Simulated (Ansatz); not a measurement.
# MoS2: the cost of one run

Method: DFT PBE, scalar-relativistic, plane waves, PAW, and further levels as typed in the inputs, in Ansatz 0.2.0.

## Step 1: Starting point

The structure is hexagonal, space group P6_3/mmc (No. 194). The conventional cell has a = 3.161 Å, b = 3.161 Å, c = 12.295 Å, α = 90.00°, β = 90.00°, γ = 120.00°. Mo (site symmetry -6m2) is surrounded by 6 S at 2.37 Å. S (site symmetry 3m) is surrounded by 3 Mo at 2.37 Å.

Structure file:

```cif
data_structure
_symmetry_space_group_name_H-M 'P6_3/mmc'
_symmetry_Int_Tables_number 194
_cell_length_a 3.1610
_cell_length_b 3.1610
_cell_length_c 12.2950
_cell_angle_alpha 90.000
_cell_angle_beta 90.000
_cell_angle_gamma 120.000
_cell_volume 106.39
loop_
_atom_site_label
_atom_site_type_symbol
_atom_site_symmetry_multiplicity
_atom_site_Wyckoff_symbol
_atom_site_fract_x
_atom_site_fract_y
_atom_site_fract_z
_atom_site_occupancy
Mo1 Mo 2 c 0.33333 0.66667 0.25000 1
S1 S 4 f 0.33333 0.66667 0.62750 1
```

The structure rests on an entry of the Crystallography Open Database; cell or positions may have been set otherwise for this series.

## Step 2: Relaxing the atoms: MoS2, no spin

File input.yaml:

```yaml
crystal:
  lattice:
    - [3.161, 0.0, 0.0]
    - [-1.5805, 2.7375063014, 0.0]
    - [0.0, 0.0, 12.295]
  atoms:
    - { symbol: Mo, position: [0.3333333333, 0.6666666667, 0.25] }
    - { symbol: Mo, position: [0.6666666667, 0.3333333333, 0.75] }
    - { symbol: S, position: [0.3333333333, 0.6666666667, 0.6275] }
    - { symbol: S, position: [0.6666666667, 0.3333333333, 0.1275] }
    - { symbol: S, position: [0.3333333333, 0.6666666667, 0.8725] }
    - { symbol: S, position: [0.6666666667, 0.3333333333, 0.3725] }
scf:
  occupations: { method: fixed }
output:
  forces: true
  stress: true
  eigenvalues: true
  write_density: true
  write_potential: true
  elf: true
  volumetric_format: npy
kpoints:
  mp_grid: { grid: [12, 12, 3] }
relax:
  f_tol: 0.003
  max_steps: 60
```

Launch:

```sh
ansatz run input.yaml --threads 4 --pin off --max-ram 12288MiB --backend cpu --events-out ev --progress --plain --runs-dir out
```

What time and memory should one allow on 4 threads of Intel Xeon Platinum 8259CL at 2.50GHz (Skylake/Cascade Lake), shared host?

About 13 s, with a peak of 0.53 GiB.
